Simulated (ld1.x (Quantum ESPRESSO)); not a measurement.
# Boron: generating and testing a PAW potential

Aim: build the potential from the settings below, then test how well it stands in for the atom: other configurations, scattering, ghost states and the plane-wave cutoff that it needs.

Program: ld1.x (Quantum ESPRESSO) 7.5. Reference atom: PBE, scalar-relativistic, spherical and spin-unpolarised. All values are calculated.

## (1) Settings

Typed settings, in words:

```
element                 : boron (B, Z = 5)
type                    : PAW
frozen core             : [He]
valence charge          : 3
reference configuration : 2s2 2p1
partial waves           : 2s (bound): rcut 1.25, rcutus 1.40 bohr; 2s channel at 0.65 Ry: rcut 1.25, rcutus 1.40 bohr; 2p (bound): rcut 4.10, rcutus 4.65 bohr; 2p channel at 3.3 Ry: rcut 4.10, rcutus 4.65 bohr; 3d channel at -0.05 Ry: rcut 3.50, rcutus 4.90 bohr; 3d channel at 2.2 Ry: rcut 3.50, rcutus 4.90 bohr
local potential         : all-electron potential smoothed inside 1.15 bohr (lloc = -1)
core correction         : Bessel-smoothed model core inside 1.45 bohr
augmentation charge     : BESSEL, radius 1.05 bohr
```

The outer shells as boxes (Hund's rule for the drawing; the calculation is spin-unpolarised):

```
[He] core
2s [↑↓]
2p [↑ ][  ][  ]
```

## (2) Generating the potential

The input, B.in:

```
 &input
   title='B', zed=5., rel=1, dft='PBE', iswitch=3,
   config='[He] 2s2 2p1 3d-2',
   nld=3, rlderiv=5.30, eminld=-3.0, emaxld=5.0, deld=0.02
 /
 &inputp
   pseudotype=3, lpaw=.true., tm=.true., lloc=-1, rcloc=1.15,
   nlcc=.true., new_core_ps=.true., rcore=1.45,
   which_augfun='BESSEL', rmatch_augfun=1.05,
   file_pseudopw='B.UPF', file_wfcaegen='ae.wfc', file_wfcncgen='nc.wfc', file_beta='beta', file_chi='chi', file_wfcusgen='us.wfc'
 /
6
2S  1  0   2.00   0.00  1.25  1.40  0.0
2S  1  0   0.00   0.65  1.25  1.40  0.0
2P  2  1   1.00   0.00  4.10  4.65  0.0
2P  2  1   0.00   3.30  4.10  4.65  0.0
3D  3  2  -2.00  -0.05  3.50  4.90  0.0
3D  3  2  -2.00   2.20  3.50  4.90  0.0
 &test
   configts(1)='2s2 2p1'
 /
```

Launch:

```sh
$ ld1.x < B.in > B.out
```

Output in B.out (without the banner and most projector matrices):

```text
     Program LD1 v.7.5
     --------------------------- All-electron run ----------------------------

     B
     scalar relativistic calculation

     atomic number is  5.00
     dft =PBE   lsd =0 sic =0 latt =0  beta=0.20 tr2=1.0E-14
     Exchange-correlation= PBE
                           (   1   4   3   4   0   0   0)
     mesh =1059 r(mesh) = 101.04461 a.u. xmin = -7.00 dx = 0.01250
     1 Ry =  13.60569312 eV, c = 137.03599908

     n l     nl                  e(Ry)          e(Ha)          e(eV)
     1 0     1S 1( 2.00)       -13.2731        -6.6366      -180.5900
     2 0     2S 1( 2.00)        -0.6941        -0.3470        -9.4431
     2 1     2P 1( 1.00)        -0.2651        -0.1326        -3.6070

     final scf error:  7.5E-15 reached in  32 iterations

     Etot =     -49.206684 Ry,     -24.603342 Ha,    -669.491037 eV

     Ekin =      49.037301 Ry,      24.518651 Ha,     667.186471 eV
     Encl =    -113.771076 Ry,     -56.885538 Ha,   -1547.934352 eV
     Eh   =      23.125741 Ry,      11.562870 Ha,     314.641731 eV
     Exc  =      -7.598649 Ry,      -3.799325 Ha,    -103.384887 eV

     normalization and overlap integrals

     s(1S/1S) =  1.000000  <r> =   0.3294  <r2> =    0.1474  r(max) =   0.2103
     s(2S/2S) =  1.000000  <r> =   1.9516  <r2> =    4.5978  r(max) =   1.5152
     s(2P/2P) =  1.000000  <r> =   2.3015  <r2> =    6.8902  r(max) =   1.5731

     ------------------------ End of All-electron run ------------------------

     --------------------- Generating PAW atomic setup --------------------

      Generating local potential from pseudized AE potential:
      Matching radius rcloc =   1.1500

      Local pseudo, rcloc= 1.151 Estimated cut-off energy=    17.65 Ry

      Computing core charge for nlcc:

       r > 1.46 : true rho core
      Core charge pseudized with two Bessel functions
      Integrated core pseudo-charge :   0.05
      Wfc-us  2S rcutus= 1.406  Estimated cut-off energy=    22.09 Ry
      Wfc-us  2S rcutus= 1.406  Estimated cut-off energy=    24.49 Ry
      Wfc-us  2P rcutus= 4.667  Estimated cut-off energy=     3.82 Ry
      Wfc-us  2P rcutus= 4.667  Estimated cut-off energy=     5.17 Ry
      Wfc-us  3D rcutus= 4.907  Estimated cut-off energy=     9.14 Ry
      Wfc-us  3D rcutus= 4.907  Estimated cut-off energy=     6.03 Ry

     Required augmentation: BESSEL   radius:    1.050000
     Suggested rho cutoff for augmentation:  89.29 Ry

     Estimated PAW energy =  -10.967327 Ryd

     The PAW screened D coefficients
     0.68008     0.70240     0.00000     0.00000     0.00000     0.00000
     0.70240     0.72638     0.00000     0.00000     0.00000     0.00000
     0.00000     0.00000    -0.23642    -0.11983     0.00000     0.00000
     0.00000     0.00000    -0.11983     0.04539     0.00000     0.00000
     0.00000     0.00000     0.00000     0.00000    -3.59048     0.53647
     0.00000     0.00000     0.00000     0.00000     0.53647     0.28404

     The PAW descreened D coefficients (US)
     0.64436     0.60703     0.00000     0.00000     0.00000     0.00000
     0.60703     0.60331     0.00000     0.00000     0.00000     0.00000
     0.00000     0.00000     4.24801     2.45824     0.00000     0.00000
     0.00000     0.00000     2.45824    -6.37238     0.00000     0.00000
     0.00000     0.00000     0.00000     0.00000   -20.05647     1.44048
     0.00000     0.00000     0.00000     0.00000     1.44048     1.15420

     ------------------- End of pseudopotential generation -------------------

     [... the all-electron block is printed once more ...]


     Computing logarithmic derivative in   5.32191
     Computing logarithmic derivative in   5.32191
     Computing the partial wave expansion
     R is outside the sphere for l=    0 j= 0.00
     R is outside the sphere for l=    0 j= 0.00
     R is outside the sphere for l=    1 j= 0.00
     R is outside the sphere for l=    1 j= 0.00
     R is outside the sphere for l=    2 j= 0.00
     R is outside the sphere for l=    2 j= 0.00

     ---------------------- Testing the pseudopotential ----------------------

     B
     scalar relativistic calculation

     atomic number is  5.00   valence charge is  3.00
     dft = SLA  PW   PBX  PBC   lsd =0 sic =0 latt =0  beta=0.20 tr2=1.0E-14
     mesh =1059 r(mesh) = 101.04461 xmin = -7.00 dx = 0.01250

     n l     nl             e AE (Ry)        e PS (Ry)    De AE-PS (Ry)
     1 0     2S   1( 2.00)       -0.69405       -0.69406        0.00000
     2 1     2P   1( 1.00)       -0.26511       -0.26511       -0.00000

     eps = 9.1E-17  iter =  8

     Etot =     -49.206684 Ry,     -24.603342 Ha,    -669.491037 eV
     Etotps =   -10.967335 Ry,      -5.483668 Ha,    -149.218197 eV

     Ekin =       5.649057 Ry,       2.824529 Ha,      76.859342 eV
     Encl =     -13.016689 Ry,      -6.508345 Ha,    -177.101082 eV
     Ehrt =       3.998946 Ry,       1.999473 Ha,      54.408434 eV
     Ecxc =      -7.598649 Ry,      -3.799325 Ha,    -103.384892 eV
     (Ecc =      -0.024055 Ry,      -0.012028 Ha,      -0.327291 eV)

     ---------------------- End of pseudopotential test ----------------------
```

It took 0.64 s on 1 thread of Neoverse-V2, shared host. (Generation and the later configuration tests together.)

All-electron and pseudo partial waves u(r) = r·R(r), from the program's wave files:

```csv
r (bohr),2s AE,2s PS,2p AE,2p PS
0.245,-0.2719,0.1622,0.1186,0.0079
0.490,0.0421,0.3231,0.2961,0.0310
0.735,0.3600,0.4758,0.4400,0.0673
0.980,0.5777,0.6065,0.5401,0.1136
1.225,0.6958,0.6978,0.6000,0.1660
1.470,0.7357,0.7357,0.6250,0.2202
1.715,0.7228,0.7228,0.6240,0.2720
1.960,0.6779,0.6779,0.6051,0.3173
2.205,0.6162,0.6162,0.5748,0.3532
2.450,0.5479,0.5479,0.5379,0.3776
2.695,0.4794,0.4794,0.4978,0.3897
2.940,0.4145,0.4145,0.4569,0.3898
3.185,0.3551,0.3551,0.4168,0.3792
3.430,0.3022,0.3022,0.3784,0.3600
3.675,0.2557,0.2557,0.3424,0.3350
3.920,0.2155,0.2155,0.3089,0.3067
4.165,0.1809,0.1809,0.2780,0.2777
4.410,0.1515,0.1515,0.2497,0.2497
4.655,0.1265,0.1265,0.2239,0.2239
4.900,0.1054,0.1054,0.2004,0.2004
5.145,0.0877,0.0877,0.1791,0.1791
5.390,0.0728,0.0728,0.1598,0.1598
5.635,0.0603,0.0603,0.1424,0.1424
5.880,0.0499,0.0499,0.1268,0.1268
6.125,0.0412,0.0412,0.1127,0.1127
6.370,0.0340,0.0340,0.1001,0.1001
```

## (3) Transferability test

The input, B.test.in:

```
 &input
   title='B', zed=5., rel=1, dft='PBE', iswitch=2,
   config='[He] 2s2 2p1 3d-2'
 /
 &test
   file_pseudo='B.UPF', nconf=8,
   configts(1)='2s2 2p1',
   configts(2)='2s2 2p0',
   configts(3)='2s1 2p0',
   configts(4)='2s2 2p0.5',
   configts(5)='2s1 2p2',
   configts(6)='2s1 2p1',
   configts(7)='2s0 2p3',
   configts(8)='2s2 2p1.3'
 /
```

Launch:

```sh
$ ld1.x < B.test.in > B.test.out
```

B.test.out, the pseudopotential blocks:

```text
     ---------------------- Testing the pseudopotential ----------------------

     B
     scalar relativistic calculation

     atomic number is  5.00   valence charge is  3.00
     dft =SLA  PW   PBX  PBC   lsd =0 sic =0 latt =0  beta=0.20 tr2=1.0E-14
     mesh =1059 r(mesh) = 101.04461 xmin = -7.00 dx = 0.01250

     n l     nl             e AE (Ry)        e PS (Ry)    De AE-PS (Ry)
     1 0     2S   1( 2.00)       -0.69405       -0.69406        0.00000
     2 1     2P   1( 1.00)       -0.26511       -0.26511       -0.00000

     eps = 1.1E-16  iter =  8

     Etot =     -49.206684 Ry,     -24.603342 Ha,    -669.491038 eV
     Etotps =   -10.967335 Ry,      -5.483668 Ha,    -149.218197 eV

     Ekin =       5.649057 Ry,       2.824529 Ha,      76.859342 eV
     Encl =     -13.016689 Ry,      -6.508345 Ha,    -177.101082 eV
     Ehrt =       3.998946 Ry,       1.999473 Ha,      54.408434 eV
     Ecxc =      -7.598649 Ry,      -3.799325 Ha,    -103.384892 eV
     (Ecc =      -0.024055 Ry,      -0.012028 Ha,      -0.327291 eV)

     ---------------------- End of pseudopotential test ----------------------
```

7 tests gave no usable energy difference (2s2 2p0; 2s1 2p0; 2s2 2p0.5; 2s1 2p2; others); the test run stopped with "negative rho".

## (4) Scattering by logarithmic derivatives

Taken from the files of the generation run. The phase is arctan(r·u′/u) with u = r·R, unwrapped, with energies in Ry. A pole is an energy at which the radial function vanishes at the test radius. The pseudo phase is shifted by a multiple of π to meet the all-electron one at the reference energy. Levels narrower than the energy grid can be missing from the poles. Left out: d, where the overlap operator is not positive , so their phases aren't trusted. The last column is the largest difference on the grid between −1 and +1 Ry.

| channel | radius (bohr) | reference (Ry) | poles AE | poles PS | window around the reference with phases within 0.05 rad (Ry) | largest difference near zero (rad) |
| --- | --- | --- | --- | --- | --- | --- |
| s | 5.32 | -0.69 | -0.68, 0.68, 2.61 | -0.68, 0.68, 2.61 | the whole range | 0.000 |
| p | 5.32 | -0.27 | -0.23, 0.86, 2.65 | -0.24, 0.29, 2.65 | -0.3 to -0.3 | 2.339 |

Phases (rad) along the scan:

```csv
E (Ry),p AE,p PS,s AE,s PS
-3.00,1.461,1.461,1.460,1.460
-2.52,1.451,1.451,1.449,1.449
-2.04,1.437,1.436,1.434,1.434
-1.56,1.417,1.415,1.412,1.412
-1.08,1.384,1.378,1.373,1.373
-0.60,1.306,1.275,-1.785,-1.785
-0.12,-1.838,-2.428,-2.122,-2.122
0.36,-3.928,-4.746,-4.472,-4.472
0.84,-4.702,-4.919,-4.777,-4.777
1.32,-4.927,-5.537,-5.096,-5.096
1.80,-7.335,-7.576,-7.553,-7.553
2.28,-7.778,-7.787,-7.795,-7.795
2.76,-7.871,-7.872,-7.875,-7.875
3.24,-7.963,-7.963,-7.958,-7.958
3.72,-8.459,-8.419,-8.284,-8.288
4.20,-10.808,-10.773,-10.743,-10.746
4.68,-10.941,-10.920,-10.921,-10.922
```

## (5) Cutoff and ghost test in a Bessel basis

This step uses the generator's waves and projectors in a separate script. Basis: spherical Bessel functions vanishing at 20 bohr, q² up to the cutoff; potential fixed at the reference.

No cutoffs are read. The overlap operator is not positive in d (lowest eigenvalue -0.053), so the test is not defined there. The ghost test is not conclusive.

## (6) Summary of results

```
                                                quantity                        value
                                                 cutoffs               not determined
                                            bound ghosts               not determined
                                     configuration tests  no usable energy difference
largest phase difference near zero energy, channels read                    2.339 rad
         lowest eigenvalue of the overlap (Bessel basis)                   -0.053 (d)
```

What this shows: The overlap operator is not positive definite in d, so a plane-wave run would break down once the basis is large enough. The test run broke off, so later configurations gave nothing; no test gave an energy difference. No cutoffs are read. Ghosts could not be judged. Near zero energy the largest phase difference among the channels read is 2.34 rad, in the p channel. In the p channel the atom's pole at 0.86 Ry sits lower, at 0.29 Ry, in the pseudo curve.
